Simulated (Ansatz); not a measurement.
# CH5BOSi: small, medium and large basis sets

The task here is to estimate one member of a computed series from the others.

Computed with Ansatz 0.2.0, Gaussian basis. Level: one geometry, several basis sets.

Levels to be run: PBE0-D4/def2-SVP; ωB97M-V/def2-SVP; PBE0-D4/def2-QZVPP; ωB97M-V/def2-QZVPP; the functionals' def2-TZVPP values are taken from earlier runs.

## The geometry

All runs share one geometry, relaxed beforehand with PBE0-D4 in a triple-zeta def2 set.

SMILES `B[SiH2]C=O`, 9 atoms, charge 0, spin multiplicity 1.

Atoms are counted from 1 here; the program's logs count them from 0.

Bond lengths: B1–Si2 2.006 Å, B1–H5 1.196 Å, B1–H6 1.194 Å, Si2–C3 1.933 Å, Si2–H7 1.484 Å, Si2–H8 1.495 Å, C3–O4 1.202 Å, C3–H9 1.118 Å. Angles: Si2–B1–H5 119.1°, Si2–B1–H6 123.0°, H5–B1–H6 117.9°, B1–Si2–C3 108.4°, B1–Si2–H7 117.0°, B1–Si2–H8 106.3°, C3–Si2–H7 108.9°, C3–Si2–H8 105.6°, H7–Si2–H8 110.1°, Si2–C3–O4 123.6°, Si2–C3–H9 116.8°, O4–C3–H9 119.6°.

Set-up of the first run:

Contents of in.yaml:

```yaml
crystal:
  periodic: [false, false, false]
  atoms:
    - {symbol: B, position_ang: [-0.950116, 0.849962, -1.073142]}
    - {symbol: Si, position_ang: [0.610784, -0.206031, -0.386539]}
    - {symbol: C, position_ang: [0.330634, -0.553651, 1.494472]}
    - {symbol: O, position_ang: [1.022800, -0.098396, 2.365799]}
    - {symbol: H, position_ang: [-2.057631, 0.518183, -0.766995]}
    - {symbol: H, position_ang: [-0.828791, 1.799433, -1.786880]}
    - {symbol: H, position_ang: [1.958063, 0.387565, -0.570734]}
    - {symbol: H, position_ang: [0.541989, -1.540923, -1.055878]}
    - {symbol: H, position_ang: [-0.539232, -1.202442, 1.762897]}
basis:
  gaussian: {orbitals: def2-SVP}
hamiltonian: {xc: pbe0, dispersion: d4}
output: {orbitals: {seedname: orbitals}}
```

Command:

```bash
ansatz run in.yaml --threads 2 --pin off --events-out ev --progress --plain --max-ram 4352MiB
```

Steps of the session up to this table: PBE0-D4 in def2-SVP; ωB97M-V in def2-SVP; PBE0-D4 in def2-QZVPP; ωB97M-V in def2-QZVPP.

One table of the session follows, with a row left open; its other results are not shown here.

It belongs to the step «Density functionals: the series». 

```
functional       basis  HOMO (eV)  LUMO (eV)
   PBE0-D4    def2-SVP          ?          ?
   PBE0-D4  def2-TZVPP      -7.04      -2.82
   PBE0-D4  def2-QZVPP      -7.07      -2.84
   ωB97M-V    def2-SVP      -9.12      -0.71
   ωB97M-V  def2-TZVPP      -9.28      -0.87
   ωB97M-V  def2-QZVPP      -9.31      -0.91
```

Q: Estimate the row for PBE0-D4, def2-SVP from the others.

The run gave: HOMO (eV): -6.91; LUMO (eV): -2.76. In the column «HOMO (eV)» it is the highest.
